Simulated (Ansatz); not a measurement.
# TaN: the cost of one run

Method: DFT r²SCAN+U (U = 3 eV, J = 0.7 eV on Ta d), plane waves, PAW, no spin–orbit coupling unless a run says so, in Ansatz 0.2.0.

## Step 1: The system as given

Symmetry: P-62m, No. 189, hexagonal system. Conventional cell: a = 5.196 Å, b = 5.196 Å, c = 2.911 Å, α = 90.00°, β = 90.00°, γ = 120.00°. Around Ta (site symmetry -6) lie 6 N at 2.16 Å. Around Ta (site symmetry -62m) lie 3 N at 2.04 Å. Around N (site symmetry m2m) lie 5 Ta at 2.04 to 2.16 Å.

Structure file:

```cif
data_structure
_symmetry_space_group_name_H-M 'P-62m'
_symmetry_Int_Tables_number 189
_cell_length_a 5.1960
_cell_length_b 5.1960
_cell_length_c 2.9110
_cell_angle_alpha 90.000
_cell_angle_beta 90.000
_cell_angle_gamma 120.000
_cell_volume 68.06
loop_
_atom_site_label
_atom_site_type_symbol
_atom_site_symmetry_multiplicity
_atom_site_Wyckoff_symbol
_atom_site_fract_x
_atom_site_fract_y
_atom_site_fract_z
_atom_site_occupancy
Ta1 Ta 2 d 0.33333 0.66667 0.50000 1
Ta2 Ta 1 a 0.00000 0.00000 0.00000 1
N1 N 3 f 0.39285 0.00000 0.00000 1
```

Magnetic order typed: ferromagnetic.

## Step 2: From atoms, symmetry kept, no search

Input file input.yaml:

```yaml
crystal:
  lattice:
    - [5.19600015, 0.0, 0.0]
    - [-2.59800008, 4.49986813, 0.0]
    - [0.0, 0.0, 2.9109996]
  atoms:
    - { symbol: Ta, position: [0.3333333333, 0.6666666667, 0.5], spin: 2.0 }
    - { symbol: Ta, position: [0.6666666667, 0.3333333333, 0.5], spin: 2.0 }
    - { symbol: Ta, position: [0.0, 0.0, 0.0], spin: 2.0 }
    - { symbol: "N", position: [0.39285, 0.0, 0.0] }
    - { symbol: "N", position: [0.60715, 0.60715, 0.0] }
    - { symbol: "N", position: [0.0, 0.39285, 0.0] }
basis:
  ecutwfc: 500
  ecutrho_ratio: 4
kpoints:
  mp_grid: { grid: [4, 4, 6] }
hamiltonian:
  xc: r2scan
  hubbard:
    sites:
      - { site: 0, l: d, u: 3.0, j: 0.7 }
      - { site: 1, l: d, u: 3.0, j: 0.7 }
      - { site: 2, l: d, u: 3.0, j: 0.7 }
scf:
  occupations: { method: gaussian, width: 0.05 }
  lower_state_search: "off"
  max_iter: 150
output:
  forces: true
  stress: true
  eigenvalues: true
  populations: true
  hubbard: { sites: [{ site: 0, l: d }, { site: 1, l: d }, { site: 2, l: d }] }
magnetization:
  spin_polarized: true
```

Run with:

```bash
$ ansatz run input.yaml --threads 8 --pin off --max-ram 12288MiB --backend cpu --events-out ev --progress --plain --runs-dir out
```

Q: Estimate wall time and peak memory on 8 threads of Arm Neoverse N1, shared host.

About 16 s, with a peak of 0.62 GiB.
